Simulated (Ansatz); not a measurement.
**CH5Cl2NSi: a ladder of functionals and wavefunction methods**

One table from this session's results is given with a row withheld; the runs are named, their logs left out.

Computed with Ansatz 0.2.0, Gaussian basis. Level: functionals in def2-TZVPP, the program's frozen cores in correlated methods.

Plan: LDA (SPW92), PBE-D4, revPBE-D4, BLYP-D4, r2SCAN-D4, B97M-V, PBE0-D4, B3LYP-D4, r2SCANh-D4, r2SCAN0-D4, HSE06-D4, BHLYP-D4, CAM-B3LYP-D4, LC-ωPBE, ωB97X-V, ωB97M-V, B2PLYP, PBE-QIDH; CCSD(T)/def2-SVP; CCSD(T)/def2-TZVPP; MP2/def2-QZVPP; extrapolation to the limit; RPA on PBE.

### Structure used throughout

An earlier PBE0-D4 in a triple-zeta def2 set relaxation fixed the geometry.

SMILES `N[SiH](Cl)CCl`, 10 atoms, charge 0, spin multiplicity 1.

Atoms are counted from 1 here; the program's logs count them from 0.

Bond lengths: N1–Si2 1.697 Å, N1–H6 1.009 Å, N1–H7 1.007 Å, Si2–Cl3 2.067 Å, Si2–C4 1.875 Å, Si2–H8 1.480 Å, C4–Cl5 1.787 Å, C4–H9 1.090 Å, C4–H10 1.091 Å. Angles: Si2–N1–H6 118.9°, Si2–N1–H7 120.6°, H6–N1–H7 111.6°, N1–Si2–Cl3 115.4°, N1–Si2–C4 108.1°, N1–Si2–H8 109.1°, Cl3–Si2–C4 106.8°, Cl3–Si2–H8 105.9°, C4–Si2–H8 111.5°, Si2–C4–Cl5 109.9°, Si2–C4–H9 112.0°, Si2–C4–H10 110.8°, Cl5–C4–H9 107.5°, Cl5–C4–H10 107.4°, H9–C4–H10 109.0°.

The first run:

in.yaml

```yaml
crystal:
  periodic: [false, false, false]
  atoms:
    - {symbol: N, position_ang: [-1.238330, 0.605565, 0.820714]}
    - {symbol: Si, position_ang: [-0.486448, -0.112918, -0.519695]}
    - {symbol: Cl, position_ang: [-0.232354, 1.118282, -2.160593]}
    - {symbol: C, position_ang: [1.222852, -0.679111, 0.003956]}
    - {symbol: Cl, position_ang: [2.091323, 0.664194, 0.799889]}
    - {symbol: H, position_ang: [-0.721478, 1.276708, 1.368381]}
    - {symbol: H, position_ang: [-2.221669, 0.821917, 0.801984]}
    - {symbol: H, position_ang: [-1.312604, -1.247824, -0.988872]}
    - {symbol: H, position_ang: [1.824322, -1.001385, -0.845624]}
    - {symbol: H, position_ang: [1.157489, -1.496828, 0.722960]}
basis:
  gaussian: {orbitals: def2-TZVPP}
hamiltonian: {xc: lda}
output: {orbitals: {seedname: orbitals}}
```

Among the steps run: LDA; PBE-D4 (GGA); revPBE-D4 (GGA); BLYP-D4 (GGA); r2SCAN-D4 (meta-GGA); B97M-V (meta-GGA); PBE0-D4 (hybrid); B3LYP-D4 (hybrid); r2SCANh-D4 (hybrid); r2SCAN0-D4 (hybrid); HSE06-D4 (hybrid); BHLYP-D4 (hybrid); CAM-B3LYP-D4 (range-separated); LC-ωPBE (range-separated); ωB97X-V (range-separated); ωB97M-V (range-separated); B2PLYP (double hybrid); PBE-QIDH (double hybrid).

One of the session's tables, all rows but one given; the rest of the session is left out.

It belongs to the step «Orbital energies across the functionals». 

| functional | HOMO (eV) | gap (eV) |
| --- | --- | --- |
| LDA (SPW92) | -6.75 | 5.52 |
| PBE-D4 | -6.58 | 5.58 |
| revPBE-D4 | -6.52 | 5.62 |
| BLYP-D4 | -6.44 | 5.57 |
| r2SCAN-D4 | -6.91 | 6.20 |
| B97M-V | -7.00 | 6.26 |
| PBE0-D4 | -8.02 | 8.01 |
| B3LYP-D4 | -7.76 | 7.51 |
| r2SCANh-D4 | ? | ? |
| r2SCAN0-D4 | -8.24 | 8.42 |
| HSE06-D4 | -7.61 | 7.22 |
| BHLYP-D4 | -9.33 | 10.29 |
| CAM-B3LYP-D4 | -9.43 | 10.48 |
| LC-ωPBE | -10.84 | 13.13 |
| ωB97X-V | -10.47 | 12.58 |
| ωB97M-V | -10.33 | 12.16 |

Q: Estimate the row for r2SCANh-D4 from the others.

Worked estimate for «HOMO (eV)». Against the share of exact exchange, r2SCAN-D4 (0, -6.91), r2SCAN0-D4 (0.25, -8.24) give a slope of -5.32 per unit share; at 0.1 the line stands at -7.44.

As computed: HOMO (eV): -7.44; gap (eV): 7.10. In «HOMO (eV)» the line misses by 0.00.
